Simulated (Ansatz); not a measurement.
# Cd2SO: the band gap up the ladder of functionals

The task here is to estimate one member of a computed series from the others.

Program: Ansatz 0.2.0. PAW datasets, plane waves. Simulation only: spin-unpolarised, and no claim that this is the phase found in nature.

## The system as given

The cell was relaxed beforehand with r2SCAN.

Space group P4/mmm (No. 123), tetragonal; a = 3.651 Å, c = 5.033 Å in the conventional setting, 16.77 Å³ an atom. Around O lie 6 Cd at 2.52–2.58 Å; around Cd lie 2 O at 2.52 Å and 4 S at 2.58 Å; around S lie 6 Cd at 2.52–2.58 Å; around Cd lie 2 S at 2.52 Å and 4 O at 2.58 Å.

As a file:

```xyz
4
Lattice="3.6508 0.0000 0.0000 0.0000 3.6508 0.0000 0.0000 0.0000 5.0329" Properties=species:S:1:pos:R:3 pbc="T T T"
O     0.0000    0.0000    0.0000
Cd    0.0000    0.0000    2.5164
S     1.8254    1.8254    2.5164
Cd    1.8254    1.8254    0.0000
```

Set-up of the first run:

input.yaml reads:

```yaml
crystal:
  lattice:
    - [3.6508322987, 0.0, 0.0]
    - [0.0, 3.6508322987, 0.0]
    - [0.0, 0.0, 5.0328769891]
  atoms:
    - { symbol: O, position: [0.0, 0.0, 0.0] }
    - { symbol: Cd, position: [0.0, 0.0, 0.5] }
    - { symbol: S, position: [0.5, 0.5, 0.5] }
    - { symbol: Cd, position: [0.5, 0.5, 0.0] }
kpoints:
  mp_grid: { grid: [8, 8, 6] }
  band_path:
    path:
      - [[0.0, 0.0, 0.0], [-2.58737535493e-51, 0.5, -2.614498271951e-34], [0.5, 0.5, 6.524459358739e-35], [0.0, 0.0, 0.0], [1.324638082679e-51, 1.53262667536e-51, 0.5], [1.324638082679e-51, 0.5, 0.5], [0.5, 0.5, 0.5], [1.324638082679e-51, 1.53262667536e-51, 0.5]]
      - [[-2.58737535493e-51, 0.5, -2.614498271951e-34], [1.324638082679e-51, 0.5, 0.5]]
      - [[0.5, 0.5, 6.524459358739e-35], [0.5, 0.5, 0.5]]
    npoints: 10
hamiltonian:
  xc: pbe
scf:
  occupations: { method: fermi_dirac, width: 0.02 }
  n_extra_bands: 5
output:
  forces: true
  stress: true
  eigenvalues: true
```

Started as:

```bash
$ ansatz run input.yaml --threads 2 --pin off --max-ram 2211MiB --backend cpu --events-out ev --progress --plain --runs-dir out
```

Steps of the session up to this table: PBE bands along the symmetry lines; r2SCAN at the same geometry; HSE06; PBE+SOC at the same geometry.

One of the session's tables, all rows but one given; the rest of the session is left out.

```
  level  gap (eV)
    PBE      0.08
 r2SCAN      0.61
  HSE06      1.13
PBE+SOC         ?
```

Q: Estimate the row for PBE+SOC from the others.

As computed: gap (eV): 0.07. In the column «gap (eV)» it is the lowest.

Meshes: PBE 8×8×6, r2SCAN 8×8×6, HSE06 6×6×4, PBE+SOC 8×8×6

PBE reaches 7 % of the HSE06 value, and r2SCAN 54 %.

Caveats from the session: Warnings in the runs' records: stress scf threshold loose, stress exchange threshold loose.
